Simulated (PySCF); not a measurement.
# GaF (SMILES [F][Ga]): levels of theory compared

Wanted: a comparison of 6 runs (HF/STO-3G, HF/3-21G, B3LYP/6-31G*, wB97M-V/def2-TZVPPD, wB97X/def2-TZVPPD, SCS-MP2/def2-TZVPPD) of GaF. 

The results are computed with PySCF 2.14.0.

3 further runs of the same task are left out: 3 set aside as unsound or not needed.

### Step 1. The structure to begin with

GaF: 2 atoms, total charge 0, spin state singlet. SMILES: `[F][Ga]`. The shape is that of a PBE0-D4/def2-TZVP optimisation.

Bond lengths: F1–Ga2 1.787 Å.

### Step 2. A single-point energy at HF/STO-3G (run 1)

run.py

```python
# FGa
from pyscf import gto

mol = gto.M(
    atom='''
F    0.000000   0.000000   0.006300
Ga   0.000000   0.000000   1.792850
''',
    basis='sto-3g',
    verbose=4,
    max_memory=1860,
    spin=0,
)

mf = mol.RHF()
mf.conv_tol = 1e-10
mf.kernel()
if not mf.converged:
    mf = mf.newton().run(mf.mo_coeff, mf.mo_occ)

e_tot = mf.e_tot
print('Final energy', e_tot)
```

Started as:

```bash
OMP_NUM_THREADS=1 python run.py
```

What it wrote:

```text
PySCF version 2.14.0

[INPUT] num. atoms = 2
[INPUT] num. electrons = 40
[INPUT] charge = 0
[INPUT] spin (= nelec alpha-beta = 2S) = 0
[INPUT] symmetry False subgroup None
[INPUT] Mole.unit = angstrom
[INPUT] Symbol           X                Y                Z      unit          X                Y                Z       unit  Magmom
[INPUT]  1 F      0.000000000000   0.000000000000   0.006300000000 AA    0.000000000000   0.000000000000   0.011905274585 Bohr   0.0
[INPUT]  2 Ga     0.000000000000   0.000000000000   1.792850000000 AA    0.000000000000   0.000000000000   3.387995482426 Bohr   0.0

nuclear repulsion = 82.6399719272789
number of shells = 11
number of NR pGTOs = 69
number of NR cGTOs = 23
basis = sto-3g
ecp = {}

[... 58 lines left out ...]
SCF not converged.
SCF energy = -1998.85922538734
[... 46 lines left out ...]
converged SCF energy = -1998.86603993032
Final energy -1998.8660399303233
```

Wall time 0.97 s (1 thread of Arm Neoverse V1, shared host); peak memory 0.12 GiB.

### Step 3. The energy at HF/3-21G (run 2)

calc.py

```python
from pyscf import gto, scf

molecule = gto.M(
    atom='''
F      0.000000     0.000000     0.011905
Ga     0.000000     0.000000     3.387995
''',
    max_memory=1860,
    verbose=4,
    unit='bohr',
    basis='3-21g',
)

myscf = scf.RHF(molecule)
myscf.conv_tol = 1e-10
myscf.kernel()
if not myscf.converged:
    myscf = myscf.newton().run(myscf.mo_coeff, myscf.mo_occ)

e_final = myscf.e_tot
print('Final energy', e_final)
```

Started as:

```bash
OMP_NUM_THREADS=1 python calc.py
```

What it wrote:

```text
PySCF version 2.14.0

[INPUT] num. atoms = 2
[INPUT] num. electrons = 40
[INPUT] charge = 0
[INPUT] spin (= nelec alpha-beta = 2S) = 0
[INPUT] symmetry False subgroup None
[INPUT] Mole.unit = bohr
[INPUT] Symbol           X                Y                Z      unit          X                Y                Z       unit  Magmom
[INPUT]  1 F      0.000000000000   0.000000000000   0.006299854696 AA    0.000000000000   0.000000000000   0.011905000000 Bohr   0.0
[INPUT]  2 Ga     0.000000000000   0.000000000000   1.792849744711 AA    0.000000000000   0.000000000000   3.387995000000 Bohr   0.0

nuclear repulsion = 82.6399770148308
number of shells = 15
number of NR pGTOs = 69
number of NR cGTOs = 31
basis = 3-21g
ecp = {}

******** <class 'pyscf.scf.hf.RHF'> ********
method = RHF
initial guess = minao
damping factor = 0
level_shift factor = 0
DIIS = <class 'pyscf.scf.diis.CDIIS'>
diis_start_cycle = 1
diis_space = 8
diis_damp = 0
SCF conv_tol = 1e-10
SCF conv_tol_grad = None
SCF max_cycles = 50
direct_scf = True
direct_scf_tol = 1e-13
Set gradient conv threshold to 1e-05
Initial guess from minao.
init E= -2010.7439501066
  HOMO = -0.35897619512303  LUMO = -0.0160457202898282  gap/eV = 9.33161
cycle= 1 E= -2012.72654810003  delta_E= -1.98  |g|= 0.575  |ddm|= 1.02
  HOMO = -0.317100808621606  LUMO = 0.0536711603611807  gap/eV = 10.08922
cycle= 2 E= -2012.76636488936  delta_E= -0.0398  |g|= 0.419  |ddm|= 0.654
  HOMO = -0.343628563695592  LUMO = 0.0495019197640421  gap/eV = 10.69763
cycle= 3 E= -2012.79092152922  delta_E= -0.0246  |g|= 0.0218  |ddm|= 0.21
  HOMO = -0.345879013402072  LUMO = 0.047236443510459  gap/eV = 10.69722
cycle= 4 E= -2012.79135764455  delta_E= -0.000436  |g|= 0.00609  |ddm|= 0.0611
  HOMO = -0.345092206304068  LUMO = 0.0466450598342273  gap/eV = 10.65971
cycle= 5 E= -2012.79139610212  delta_E= -3.85e-05  |g|= 0.0018  |ddm|= 0.0175
  HOMO = -0.345000122362247  LUMO = 0.046620810771783  gap/eV = 10.65655
cycle= 6 E= -2012.79139878628  delta_E= -2.68e-06  |g|= 0.000309  |ddm|= 0.0045
  HOMO = -0.344916811778095  LUMO = 0.0466600344713044  gap/eV = 10.65535
cycle= 7 E= -2012.79139883342  delta_E= -4.71e-08  |g|= 2.73e-05  |ddm|= 0.000575
  HOMO = -0.344918956974263  LUMO = 0.0466600426303444  gap/eV = 10.65541
cycle= 8 E= -2012.79139883397  delta_E= -5.53e-10  |g|= 3.82e-06  |ddm|= 7.6e-05
  HOMO = -0.344919189847739  LUMO = 0.0466599692109281  gap/eV = 10.65541
cycle= 9 E= -2012.79139883398  delta_E= -1.09e-11  |g|= 4.75e-07  |ddm|= 1.12e-05
  HOMO = -0.344919211752635  LUMO = 0.0466599498013027  gap/eV = 10.65541
Extra cycle  E= -2012.79139883399  delta_E= -1.82e-12  |g|= 1.74e-07  |ddm|= 1.07e-06
converged SCF energy = -2012.79139883399
Final energy -2012.7913988339862
```

Run time: 0.64 s. Hardware: 1 thread of Arm Neoverse V1, shared host; peak memory 0.1 GiB.

Runs 3 to 4 aren't shown in full; the table further down has their settings and results.

### Step 4. The energy at wB97X/def2-TZVPPD (run 5)

geometry.xyz

```xyz
2
FGa
F      0.000000     0.000000     0.006300
Ga     0.000000     0.000000     1.792850
```

input.py

```python
# FGa
from pyscf import gto, dft

mol = gto.Mole()
mol.atom = 'geometry.xyz'
mol.basis = 'def2-tzvppd'
mol.verbose = 3
mol.max_memory = 1860
mol.build()

ks = dft.RKS(mol)
ks.xc = 'wb97x'
ks.grids.level = 5
ks.conv_tol = 1e-10
ks.kernel()
if not ks.converged:
    ks = ks.newton().run(ks.mo_coeff, ks.mo_occ)

e_final = ks.e_tot
print('E = %.10f Eh' % e_final)
```

Started as:

```bash
OMP_NUM_THREADS=1 python input.py
```

What it wrote:

```text
converged SCF energy = -2024.82254416078
E = -2024.8225441608 Eh
```

It took 14 s on 1 thread of Arm Neoverse V1, shared host; peak memory 0.44 GiB.

### Step 5. The energy at SCS-MP2/def2-TZVPPD (run 6)

run.py

```python
from pyscf import gto, scf, mp

mol = gto.M(
    atom='F 0.000000 -0.000000 0.006300; Ga -0.000000 0.000000 1.792850',
    max_memory=1860,
    verbose=3,
    spin=0,
    basis='def2-tzvppd',
    charge=0,
)

hf = scf.RHF(mol)
hf.conv_tol = 1e-10
hf.kernel()
if not hf.converged:
    hf = hf.newton().run(hf.mo_coeff, hf.mo_occ)

pt = mp.MP2(hf, frozen=10).run()
e_final = hf.e_tot + 1.2 * pt.e_corr_os + pt.e_corr_ss / 3
print('E(%s) = %.9f' % ('SCS-MP2', e_final))
```

Started as:

```bash
OMP_NUM_THREADS=1 python run.py
```

What it wrote:

```text
converged SCF energy = -2022.79132014524
E(RMP2) = -2023.24863131707  E_corr = -0.457311171828565
E(SCS-RMP2) = -2023.22702433653  E_corr = -0.435704191290203
E(SCS-MP2) = -2023.227024337
```

Wall time 2.3 s (1 thread of Arm Neoverse V1, shared host); peak memory 0.22 GiB.

### Step 6. Overview of the runs

```tsv
run	level	integration grid	nlc grid	energy (Eh)	dipole moment (D) of the reference	HOMO energy (eV)	LUMO energy (eV)	wall time
1	HF/STO-3G	–	–	-1998.866040	0.09	-6.37	5.46	0.97 s
2	HF/3-21G	–	–	-2012.791399	1.71	-9.39	1.27	0.64 s
3	B3LYP/6-31G* (spherical functions)	5	–	-2024.521236	1.83	-7.60	-1.55	3.6 s
4	wB97M-V/def2-TZVPPD	5	1	-2024.676319	2.35	-10.06	0.30	33 s
5	wB97X/def2-TZVPPD	5	–	-2024.822544	2.34	-10.16	0.40	14 s
6	SCS-MP2/def2-TZVPPD	–	–	-2023.227024	2.33	-10.00	1.08	2.3 s
```

### Step 7. Summary of results

```
                                           quantity           value
                                run 6: total energy  -2023.22702 Eh
        run 6: dipole moment (Hartree–Fock density)          2.33 D
         run 6: HOMO energy (Hartree–Fock orbitals)       -10.00 eV
         run 6: LUMO energy (Hartree–Fock orbitals)         1.08 eV
       run 6: HOMO–LUMO gap (Hartree–Fock orbitals)        11.08 eV
run 6: correlation energy (10 core orbitals frozen)      -435.7 mEh
```

**Reading.** Over runs 1, 2, 3, 4, 5 the dipole moment (its size) runs from 0.09 D (HF/STO-3G) to 2.35 D (wB97M-V/def2-TZVPPD). The two ends differ in method and basis. Over runs 1, 2, 3, 4, 5 the HOMO–LUMO gap runs from 6.05 eV (B3LYP/6-31G*) to 11.83 eV (HF/STO-3G). Totals of different functionals can't be ranked against each other. In run 1 the basis is minimal, so the values are rough. All runs together took 55 s, the longest 33 s.
